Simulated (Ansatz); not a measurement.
# Be2CdS2: the cost of one run

Program: Ansatz 0.2.0. Level of theory: DFT PBE, scalar-relativistic, plane waves, PAW. These are calculated values, not measurements.

3 further runs of the same task are left out: 2 that didn't finish, 1 set aside as unsound or not needed. Runs told in other sessions of the task aren't counted.

### 1 Starting point

It takes space group P-6m2 (No. 187, hexagonal). The conventional cell has a = 4.009 Å, b = 4.009 Å, c = 6.975 Å, α = 90.00°, β = 90.00°, γ = 120.00°. Around Be (site symmetry 3m) lie 6 S at 2.80 to 3.00 Å and 3 Cd at 3.00 Å and 1 Be at 3.16 Å. Cd (site symmetry -6m2) is surrounded by 3 S at 2.31 Å. S (site symmetry -6m2) is surrounded by 6 Be at 2.80 Å. S (site symmetry -6m2) has 3 Cd at 2.31 Å and 6 Be at 3.00 Å in its first shell of neighbours.

As a file:

```
Be Cd S
1.0
     4.00920    0.00000    0.00000
    -2.00460    3.47207    0.00000
     0.00000    0.00000    6.97493
Be Cd S
2 1 2
Cartesian
  2.0046 1.1574 1.5791
  2.0046 1.1574 5.3958
  0.0000 0.0000 3.4875
  0.0000 0.0000 0.0000
  0.0000 2.3147 3.4875
```

Recipe of the guess: species swapped into a database cell of Eu2ZnSb2 (P-6m2, No. 187), with Be on the Eu sites, Cd on the Zn sites and S on the Sb sites. Its size is a rough estimate.

### 2 A first look at the guess

File input.yaml:

```yaml
crystal:
  lattice:
    - [4.00920057, 0.0, 0.0]
    - [-2.00460029, 3.47206954, 0.0]
    - [0.0, 0.0, 6.97492776]
  atoms:
    - { symbol: Be, position: [0.66666667, 0.33333333, 0.226403] }
    - { symbol: Be, position: [0.66666667, 0.33333333, 0.773597] }
    - { symbol: Cd, position: [0.0, 0.0, 0.5] }
    - { symbol: S, position: [0.0, 0.0, 0.0] }
    - { symbol: S, position: [0.33333333, 0.66666667, 0.5] }
basis:
  ecutwfc: 420
kpoints:
  mp_grid: { grid: [6, 6, 4] }
hamiltonian:
  xc: pbe
scf:
  occupations: { method: gaussian, width: 0.1 }
  lower_state_search: "off"
output:
  forces: true
  stress: true
  eigenvalues: true
```

The run is started by

```sh
ansatz run input.yaml --threads 1 --pin off --max-ram 2560MiB --backend cpu --events-out ev --progress --plain --runs-dir out
```

Q: Estimate wall time and peak memory on 1 thread of AMD EPYC (Zen 3), shared host.

About 8.6 s, with a peak of 0.34 GiB.
